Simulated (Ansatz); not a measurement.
# interstitial Cu in Si: hop to the nearest equivalent void, part 2 of 2

Aim: the minimum-energy path and barrier of the hop to the nearest equivalent void. The ends are relaxed first, then joined by a nudged elastic band. The host cell (diamond) has 16 atoms, cell charge +1; the extra atom is the last.

Ansatz 0.2.0; DFT PBE, plane waves, PAW, scalar-relativistic, no spin polarisation.

## (6) The band

crystal.atoms is end A as relaxed above, and neb.final_atoms is end B. With 5 inner images the band has 7 in all.

input.yaml

```yaml
crystal:
  lattice:
    - [0.0, 5.43, 5.43]
    - [5.43, 0.0, 5.43]
    - [5.43, 5.43, 0.0]
  atoms:
    - { symbol: Si, position: [0.00033494, 0.00826854, -0.00898209] }
    - { symbol: Si, position: [0.1326472, 0.11133228, 0.12800803] }
    - { symbol: Si, position: [-0.00035515, 0.00860461, 0.50024989] }
    - { symbol: Si, position: [0.11190571, 0.16409048, 0.61202979] }
    - { symbol: Si, position: [0.00229906, 0.48605076, 0.00548488] }
    - { symbol: Si, position: [0.13063706, 0.62074761, 0.11810835] }
    - { symbol: Si, position: [-0.01138406, 0.5359076, 0.4866189] }
    - { symbol: Si, position: [0.12920358, 0.62036614, 0.62989236] }
    - { symbol: Si, position: [0.50459482, -0.01497648, 0.00548436] }
    - { symbol: Si, position: [0.62800342, 0.11093845, 0.1281136] }
    - { symbol: Si, position: [0.49139482, 0.00848713, 0.50034557] }
    - { symbol: Si, position: [0.62740641, 0.11149031, 0.63359335] }
    - { symbol: Si, position: [0.50629038, 0.48563787, 0.00569235] }
    - { symbol: Si, position: [0.62915141, 0.61135553, 0.13025687] }
    - { symbol: Si, position: [0.50514939, 0.4862183, 0.5034161] }
    - { symbol: Si, position: [0.62026645, 0.62035674, 0.6301048] }
    - { symbol: Cu, position: [0.23707936, 0.79227195, 0.7330535] }
total_charge: 1
basis:
  ecutwfc: 420.0
kpoints:
  mp_grid: { grid: [2, 2, 2] }
hamiltonian:
  xc: pbe
  pseudopotentials: { kind: paw, azcp: { folder: soft_1 } }
scf:
  occupations: { method: gaussian, width: 0.05 }
  lower_state_search: "off"
neb:
  images: 5
  f_tol: 0.05
  initial_path: idpp
  max_iterations: 34
  optimiser: lbfgs
  final_atoms:
    - { symbol: Si, position: [0.01422025, -0.00740519, -0.00365628] }
    - { symbol: Si, position: [0.11784857, 0.12481934, 0.13280496] }
    - { symbol: Si, position: [-0.03887023, 0.01293537, 0.51274007] }
    - { symbol: Si, position: [0.11825441, 0.12403047, 0.62394651] }
    - { symbol: Si, position: [0.01426127, 0.49708677, -0.00303393] }
    - { symbol: Si, position: [0.13917137, 0.62053079, 0.12061227] }
    - { symbol: Si, position: [0.0140844, 0.49644441, 0.49267168] }
    - { symbol: Si, position: [0.11791723, 0.63296917, 0.62467123] }
    - { symbol: Si, position: [0.50606663, -0.00502495, 0.0041162] }
    - { symbol: Si, position: [0.63975868, 0.12300209, 0.11805137] }
    - { symbol: Si, position: [0.50592356, -0.0061777, 0.49378686] }
    - { symbol: Si, position: [0.58967926, 0.13623698, 0.63588079] }
    - { symbol: Si, position: [0.51260846, 0.49598068, -0.00388132] }
    - { symbol: Si, position: [0.63984276, 0.61905823, 0.11880961] }
    - { symbol: Si, position: [0.50609037, 0.50445598, 0.4947792] }
    - { symbol: Si, position: [0.63961994, 0.61816115, 0.62317838] }
    - { symbol: Cu, position: [0.33233172, 0.88839303, 0.38752814] }
  order_check: true
```

On the command line:

```sh
$ ansatz run input.yaml --threads 1 --pin off --max-ram 3072MiB --backend cpu --events-out ev --progress --plain --runs-dir out
```

Log, cut to the lines that bear on the results:

```text
Warning: neb: disabling space-group detection — the band's intermediate images generally break the endpoint symmetry, so no spatial operation reduces the k-mesh or symmetrises the density, except that a semilocal band can use its path's symmetry ahead of convergence; time reversal is [...]
Warning: RAYON_NUM_THREADS=1 ignored (pool sized by the plan → 1); use --threads N
[...]
Pseudopotentials: kind: paw
Pseudopotential: Si, paw, valence charge 4, recommended cutoff 420 eV (normal), <dir>
Pseudopotential: Cu, paw, valence charge 19, recommended cutoff 420 eV (normal), <dir>
Functional definition: PBE
[...]
NEB image 0
Crystal: 17 atoms, lattice volume = 320.206 Å³
Basis set: ecut = 420 eV, 6231 PW (Γ), exchange–correlation on 108×108×108 points (8 copies of the dense FFT grid, shifted against one another)
Bands: 58, of which v1, the nominal top of the filled ones, is band 41 counted from 1 (40 counted from 0)
Symmetry: 1 space group operations
k-points: 8
[...]
NEB end point (image 6): max|allowed force component| = 2.481e-2 eV/Å (the criterion of neb.relax_end_points is 1.000e-2)
NEB image 1
[...]
SCF iter   3: F=—  HF=-16802.610302 eV  |F-HF|=—  |Δ(HF+E_count)|=   5.63e-1  Δρ=1.66e-2  dr2=8.39e-1  ethr=3.10e-3  ⟨swp⟩=2.0  Hψ=930  notcnv=0  defer=70
[...]
NEB image 2
[...]
NEB image 3
[...]
NEB image 4
[...]
NEB image 5
[...]
NEB iter   1: max|band force component| = 8.385e-1 eV/Å  barrier→ = 0.3073 eV  barrier← = 0.3076 eV  Δτ_max = 0.0189 Å  (66 SCF iters)
[...]
NEB iter   5: max|band force component| = 2.463e-1 eV/Å  barrier→ = 0.0883 eV  barrier← = 0.0887 eV  CI = image 3  Δτ_max = 0.0039 Å  (34 SCF iters)
[...]
NEB iter   9: max|band force component| = 1.041e-1 eV/Å  barrier→ = 0.0637 eV  barrier← = 0.0641 eV  CI = image 3  Δτ_max = 0.0121 Å  (27 SCF iters)
[...]
NEB iter  13: max|band force component| = 5.514e-2 eV/Å  barrier→ = 0.0503 eV  barrier← = 0.0506 eV  CI = image 3  Δτ_max = 0.0072 Å  (30 SCF iters)
[...]
NEB iter  16: max|band force component| = 4.060e-2 eV/Å  barrier→ = 0.0465 eV  barrier← = 0.0468 eV  CI = image 3  Δτ_max = 0.0331 Å  (30 SCF iters)
NEB iter  17: max|band force component| = 5.364e-2 eV/Å  barrier→ = 0.0419 eV  barrier← = 0.0423 eV  CI = image 3  Δτ_max = 0.0365 Å  (7 SCF iters)
NEB image 1
```

## (7) The output, continued: band between the two ends

Output, continued, cut to the lines that bear on the results:

```text
[...]
NEB image 2
[...]
NEB image 3
NEB image 4
[...]
NEB image 5
[...]
NEB image 1
NSCF: frozen V_eff on 8 k-points
NEB image 2
NSCF: frozen V_eff on 8 k-points
NEB image 4
NSCF: frozen V_eff on 8 k-points
NEB image 5
NSCF: frozen V_eff on 8 k-points
NEB image 3
NSCF: frozen V_eff on 8 k-points
the search or the solves at the SCF's close seem to have found levels that the self-consistency loop had missed (the run counts 1). By its estimate they hold under 1e-12 electrons; where the run keeps them, the occupations were computed again with them
NEB image 3, as the band closes
[...]
NEB point 1 about image 3
[...]
NEB point 2 about image 3
[...]
NEB point 3 about image 3
[...]
NEB point 4 about image 3
[...]
NEB point 5 about image 3
[...]
NEB point 6 about image 3
[...]
NEB point 7 about image 3
[...]
NEB point 8 about image 3
[...]
NEB point 9 about image 3
[...]
    - { symbol: Si, position: [0.015216326564681637, 0.5162480326758603, 0.46099514568270195] }
    - { symbol: Si, position: [0.11894623154282297, 0.6197015569034376, 0.6222000179320912] }
    - { symbol: Si, position: [0.48900457044153056, -0.010223990492136154, 0.03528101035110284] }
    - { symbol: Si, position: [0.6273991891840675, 0.12825985822287314, 0.13071394218648985] }
    - { symbol: Si, position: [0.5053741749425622, 0.006319138239700928, 0.5021573303459156] }
    - { symbol: Si, position: [0.6091407258963432, 0.10989390648501374, 0.6632414578376116] }
    - { symbol: Si, position: [0.5086015417207579, 0.5014896146158514, -0.008468263272649601] }
    - { symbol: Si, position: [0.6236688186697071, 0.6165564196861121, 0.13284316842902877] }
    - { symbol: Si, position: [0.5108032732102334, 0.4806168703420887, 0.5039108615285537] }
    - { symbol: Si, position: [0.6445444224263485, 0.6143320322100442, 0.6204744061569808] }
    - { symbol: Cu, position: [0.3119884252482315, 0.8128612171184093, 0.5627276025929576] }
```

Wall time 16 min (1 thread of Arm Neoverse V1, shared host); peak memory 0.92 GiB.

## (8) What the band shows

Images 0 and 6 are the ends. Energies count from image 0; the path length is the program's own measure over all atoms.

| image | path (Å) | energy (eV) | Cu17 x y z (Å) | band force (eV/Å) |
| --- | --- | --- | --- | --- |
| 0 | 0.000 | 0.0000 | 8.28 5.27 5.59 | - |
| 1 | 0.428 | -0.0013 | 8.00 5.16 5.70 | 0.009 |
| 2 | 0.856 | 0.0068 | 7.73 4.99 5.87 | 0.010 |
| 3* | 1.284 | 0.0419 | 7.47 4.75 6.11 | 0.003 |
| 4 | 1.727 | 0.0061 | 7.22 4.48 6.35 | 0.009 |
| 5 | 2.170 | -0.0006 | 7.04 4.20 6.53 | 0.009 |
| 6 | 2.612 | -0.0003 | 6.93 3.91 6.63 | - |

The star marks the climbing image.

image, energy (eV) and a bar:
```
        0      0.000 #
        1     -0.001 
        2      0.007 ######
        3      0.042 ##############################
        4      0.006 #####
        5     -0.001 
        6      0.000 #
```

How the highest energy settled:

| iteration | highest image above image 0 (eV) | largest band force (eV/Å) |
| --- | --- | --- |
| 1 | 0.3073 | 0.838 |
| 3 | 0.1273 | 0.212 |
| 5 | 0.0883 | 0.246 |
| 7 | 0.0719 | 0.103 |
| 9 | 0.0637 | 0.104 |
| 11 | 0.0546 | 0.118 |
| 13 | 0.0503 | 0.055 |
| 15 | 0.0481 | 0.053 |
| 17 | 0.0419 | 0.054 |
| 18 | 0.0419 | 0.010 |

Positions of all images (Å):

```xyz
17
Lattice="0.000 5.430 5.430 5.430 0.000 5.430 5.430 5.430 0.000" Properties=species:S:1:pos:R:3 pbc="T T T" image=0 dE=0.0000
Si   -0.004   -0.047    0.047
Si    1.300    1.415    1.325
Si    2.763    2.714    0.045
Si    4.214    3.931    1.499
Si    2.669    0.042    2.652
Si    4.012    1.351    4.080
Si    5.552    2.581    2.848
Si    6.789    4.122    4.070
Si   -0.052    2.770    2.659
Si    1.298    4.106    4.012
Si    2.763    5.385    2.714
Si    4.046    6.847    4.012
Si    2.668    2.780    5.386
Si    4.027    4.124    6.736
Si    5.374    5.477    5.383
Si    6.790    6.790    6.737
Cu    8.283    5.268    5.589
17
Lattice="0.000 5.430 5.430 5.430 0.000 5.430 5.430 5.430 0.000" Properties=species:S:1:pos:R:3 pbc="T T T" image=1 dE=-0.0013
Si    0.000   -0.053    0.052
Si    1.345    1.387    1.313
Si    2.770    2.691    0.001
Si    4.186    3.960    1.468
Si    2.672   -0.013    2.652
Si    3.947    1.270    4.159
Si    5.407    2.554    2.875
Si    6.754    4.061    4.014
Si    0.030    2.781    2.648
Si    1.345    4.115    4.042
Si    2.770    5.428    2.738
Si    4.113    6.868    3.991
Si    2.672    2.777    5.443
Si    4.080    4.120    6.739
Si    5.408    5.481    5.378
Si    6.754    6.844    6.798
Cu    8.004    5.164    5.695
17
Lattice="0.000 5.430 5.430 5.430 0.000 5.430 5.430 5.430 0.000" Properties=species:S:1:pos:R:3 pbc="T T T" image=2 dE=0.0068
Si    0.018   -0.054    0.055
Si    1.394    1.360    1.307
Si    2.785    2.661   -0.038
Si    4.169    3.983    1.437
Si    2.672   -0.045    2.683
Si    3.930    1.218    4.207
Si    5.317    2.552    2.888
Si    6.726    4.027    4.000
Si    0.106    2.818    2.612
Si    1.392    4.117    4.072
Si    2.774    5.462    2.763
Si    4.171    6.906    3.938
Si    2.674    2.741    5.474
Si    4.076    4.116    6.740
Si    5.372    5.494    5.372
Si    6.717    6.865    6.833
Cu    7.727    4.989    5.872
17
Lattice="0.000 5.430 5.430 5.430 0.000 5.430 5.430 5.430 0.000" Properties=species:S:1:pos:R:3 pbc="T T T" image=3 dE=0.0419
Si    0.005   -0.043    0.055
Si    1.397    1.350    1.305
Si    2.800    2.627   -0.046
Si    4.159    3.985    1.406
Si    2.668   -0.051    2.686
Si    3.938    1.218    4.190
Si    5.306    2.586    2.886
Si    6.744    4.024    4.011
Si    0.136    2.847    2.600
Si    1.406    4.117    4.103
Si    2.761    5.471    2.778
Si    4.198    6.909    3.904
Si    2.677    2.716    5.485
Si    4.069    4.108    6.734
Si    5.346    5.510    5.383
Si    6.705    6.869    6.836
Cu    7.469    4.750    6.108
17
Lattice="0.000 5.430 5.430 5.430 0.000 5.430 5.430 5.430 0.000" Properties=species:S:1:pos:R:3 pbc="T T T" image=4 dE=0.0061
Si   -0.007   -0.037    0.052
Si    1.408    1.338    1.304
Si    2.802    2.617   -0.078
Si    4.123    4.001    1.397
Si    2.667   -0.035    2.718
Si    3.968    1.251    4.177
Si    5.309    2.616    2.850
Si    6.753    4.012    4.027
Si    0.136    2.856    2.583
Si    1.399    4.114    4.107
Si    2.757    5.491    2.789
Si    4.233    6.898    3.901
Si    2.668    2.710    5.479
Si    4.042    4.113    6.745
Si    5.350    5.499    5.387
Si    6.721    6.843    6.847
Cu    7.221    4.484    6.351
17
Lattice="0.000 5.430 5.430 5.430 0.000 5.430 5.430 5.430 0.000" Properties=species:S:1:pos:R:3 pbc="T T T" image=5 dE=-0.0006
Si   -0.034    0.015    0.045
Si    1.407    1.359    1.307
Si    2.827    2.600   -0.112
Si    4.092    4.018    1.356
Si    2.669    0.015    2.748
Si    4.004    1.331    4.141
Si    5.347    2.677    2.798
Si    6.789    4.018    4.052
Si    0.079    2.838    2.634
Si    1.365    4.115    4.137
Si    2.720    5.462    2.771
Si    4.229    6.803    3.914
Si    2.664    2.710    5.480
Si    4.007    4.116    6.778
Si    5.373    5.463    5.424
Si    6.733    6.812    6.841
Cu    7.043    4.196    6.531
17
Lattice="0.000 5.430 5.430 5.430 0.000 5.430 5.430 5.430 0.000" Properties=species:S:1:pos:R:3 pbc="T T T" image=6 dE=-0.0003
Si   -0.060    0.057    0.037
Si    1.399    1.361    1.318
Si    2.854    2.573   -0.141
Si    4.062    4.030    1.316
Si    2.683    0.061    2.777
Si    4.024    1.411    4.125
Si    5.371    2.752    2.772
Si    6.829    4.032    4.077
Si   -0.005    2.770    2.721
Si    1.309    4.115    4.142
Si    2.648    5.428    2.714
Si    4.193    6.655    3.942
Si    2.672    2.762    5.477
Si    4.007    4.119    6.836
Si    5.426    5.435    5.487
Si    6.740    6.857    6.830
Cu    6.928    3.909    6.629
```

## (9) The band again, with other settings

crystal.atoms is end A as relaxed above, and neb.final_atoms is end B. With 3 inner images the band has 5 in all.

input.yaml: that of step 6 with these lines changed.

```diff
@@ -34,8 +34,10 @@
   lower_state_search: "off"
+  max_iter: 50
 neb:
-  images: 5
+  images: 3
   f_tol: 0.05
-  initial_path: idpp
-  max_iterations: 34
-  optimiser: lbfgs
+  max_iterations: 50
+  order_check: false
+  max_displacement: 1.0
+  optimiser: fire
   final_atoms:
@@ -58,2 +60 @@
     - { symbol: Cu, position: [0.33233172, 0.88839303, 0.38752814] }
-  order_check: true
```

On the command line:

```sh
$ ansatz run input.yaml --threads 1 --pin off --max-ram 3072MiB --backend cpu --events-out ev --progress --plain --runs-dir out
```

Log, cut to the lines that bear on the results:

```text
Warning: neb: disabling space-group detection — the band's intermediate images generally break the endpoint symmetry, so no spatial operation reduces the k-mesh or symmetrises the density, except that a semilocal band can use its path's symmetry ahead of convergence; time reversal is [...]
Warning: RAYON_NUM_THREADS=1 ignored (pool sized by the plan → 1); use --threads N
[...]
Pseudopotentials: kind: paw
Pseudopotential: Si, paw, valence charge 4, recommended cutoff 420 eV (normal), <dir>
Pseudopotential: Cu, paw, valence charge 19, recommended cutoff 420 eV (normal), <dir>
Functional definition: PBE
[...]
NEB image 0
Crystal: 17 atoms, lattice volume = 320.206 Å³
Basis set: ecut = 420 eV, 6231 PW (Γ), exchange–correlation on 108×108×108 points (8 copies of the dense FFT grid, shifted against one another)
Bands: 58, of which v1, the nominal top of the filled ones, is band 41 counted from 1 (40 counted from 0)
Symmetry: 1 space group operations
k-points: 8
[...]
SCF iter   1: F=—  HF=-16804.499509 eV  |F-HF|=—  |Δ(HF+E_count)|=         —  Δρ=5.20e-2  dr2=9.13e0  ethr=3.10e-3  ⟨swp⟩=11.1  Hψ=2749  notcnv=0  defer=10
[...]
NSCF: frozen V_eff on 8 k-points
NEB image 4
[...]
NSCF: frozen V_eff on 8 k-points
NEB end point (image 0): max|allowed force component| = 2.767e-2 eV/Å (the criterion of neb.relax_end_points is 1.000e-2)
NEB end point (image 4): max|allowed force component| = 2.481e-2 eV/Å (the criterion of neb.relax_end_points is 1.000e-2)
NEB image 1
[...]
SCF iter   3: F=—  HF=-16802.471720 eV  |F-HF|=—  |Δ(HF+E_count)|=   5.16e-1  Δρ=1.77e-2  dr2=8.59e-1  ethr=3.10e-3  ⟨swp⟩=2.0  Hψ=912  notcnv=0  defer=70
[...]
NEB image 2
[...]
NEB image 3
[...]
NEB iter   1: max|band force component| = 1.762e0 eV/Å  barrier→ = 0.5121 eV  barrier← = 0.5124 eV  Δτ_max = 0.0300 Å  (47 SCF iters)
[...]
NEB iter   2: max|band force component| = 9.789e-1 eV/Å  barrier→ = 0.3447 eV  barrier← = 0.3450 eV  Δτ_max = 0.0494 Å  (22 SCF iters)
NEB image 1
[...]
```

## (10) More of the same log: band between the two ends

Output, continued, cut to the lines that bear on the results:

```text
[...]
NEB image 2
[...]
NEB image 3
[...]
NEB iter   3: max|band force component| = 3.846e-1 eV/Å  barrier→ = 0.2108 eV  barrier← = 0.2111 eV  CI = image 2  Δτ_max = 0.0540 Å  (24 SCF iters)
[...]
NEB iter   9: max|band force component| = 1.967e-1 eV/Å  barrier→ = 0.1367 eV  barrier← = 0.1370 eV  CI = image 2  Δτ_max = 0.0104 Å  (19 SCF iters)
[...]
NEB iter  15: max|band force component| = 1.377e-1 eV/Å  barrier→ = 0.1144 eV  barrier← = 0.1147 eV  CI = image 2  Δτ_max = 0.0057 Å  (16 SCF iters)
[...]
NEB iter  21: max|band force component| = 1.158e-1 eV/Å  barrier→ = 0.0797 eV  barrier← = 0.0800 eV  CI = image 2  Δτ_max = 0.0139 Å  (18 SCF iters)
[...]
NEB iter  27: max|band force component| = 6.824e-2 eV/Å  barrier→ = 0.0434 eV  barrier← = 0.0438 eV  CI = image 2  Δτ_max = 0.0005 Å  (18 SCF iters)
[...]
    - { symbol: Si, position: [0.01522047374007518, 0.5170740104024084, 0.4600119314186302] }
    - { symbol: Si, position: [0.11748118096157878, 0.6197828670415738, 0.6232285586137014] }
    - { symbol: Si, position: [0.48936685822917503, -0.011768993148230322, 0.03689676389715635] }
    - { symbol: Si, position: [0.6282330130800567, 0.1281169682419746, 0.1303908092050835] }
    - { symbol: Si, position: [0.5050795745217933, 0.007764113921003624, 0.5018182400431352] }
    - { symbol: Si, position: [0.6083942939415872, 0.10969274390022293, 0.6647821127370862] }
    - { symbol: Si, position: [0.5101413604340739, 0.5014197542359182, -0.009998082972129507] }
    - { symbol: Si, position: [0.6235426684914712, 0.6151128841151429, 0.13430927959660055] }
    - { symbol: Si, position: [0.5092290905724721, 0.48029229824791725, 0.5054960046425699] }
    - { symbol: Si, position: [0.6446621337238048, 0.615862230107785, 0.6188700089081386] }
    - { symbol: Cu, position: [0.3120107659178992, 0.8143776902064275, 0.5603828858243098] }
```

Wall time 11 min (1 thread of Arm Neoverse V1, shared host); peak memory 0.77 GiB.

## (11) The band, image by image

Images 0 and 4 are the ends. Energies count from image 0; the path length is the program's own measure over all atoms.

| image | path (Å) | energy (eV) | Cu17 x y z (Å) | band force (eV/Å) |
| --- | --- | --- | --- | --- |
| 0 | 0.000 | 0.0000 | 8.28 5.27 5.59 | - |
| 1 | 0.656 | -0.0028 | 7.86 5.09 5.77 | 0.031 |
| 2* | 1.306 | 0.0429 | 7.46 4.74 6.12 | 0.039 |
| 3 | 1.969 | -0.0026 | 7.11 4.33 6.47 | 0.032 |
| 4 | 2.635 | -0.0003 | 6.93 3.91 6.63 | - |

The star marks the climbing image.

image, energy (eV) and a bar:
```
        0      0.000 ##
        1     -0.003 
        2      0.043 ##############################
        3     -0.003 
        4      0.000 ##
```

## (12) Summary of results

What follows sums up all 2 parts.

| quantity | value |
| --- | --- |
| end A | 5 moves, 0.163 eV lower |
| end B | 9 moves, 0.141 eV lower |
| first band: barrier forwards | 0.042 eV |
| first band: barrier backwards | 0.042 eV |
| first band: second end relative to first | 0.000 eV |
| first band: highest image | 3 of 0 to 6, climbing |
| first band: band iterations | 18 |
| first band: lowest curvatures at the top | -0.54 and 0.82 eV/Å² |
| second band | top 0.043 eV above image 0, 29 iterations, 3 inner images |
| time, first and second band | 16 min and 11 min |

In the first band: the barrier from the first end is 0.042 eV, 1.6 times kT at 300 K. Both ends agree in energy to 1 meV. The test of curvatures at the top gave "unresolved", so the point may be no simple saddle. The second band's top lies 1 meV above the first's, so the changed settings hardly move the height. The value is not shown to be converged in cell size (17 atoms) or k-mesh. The charged cell sits in a uniform background, with no correction for images.
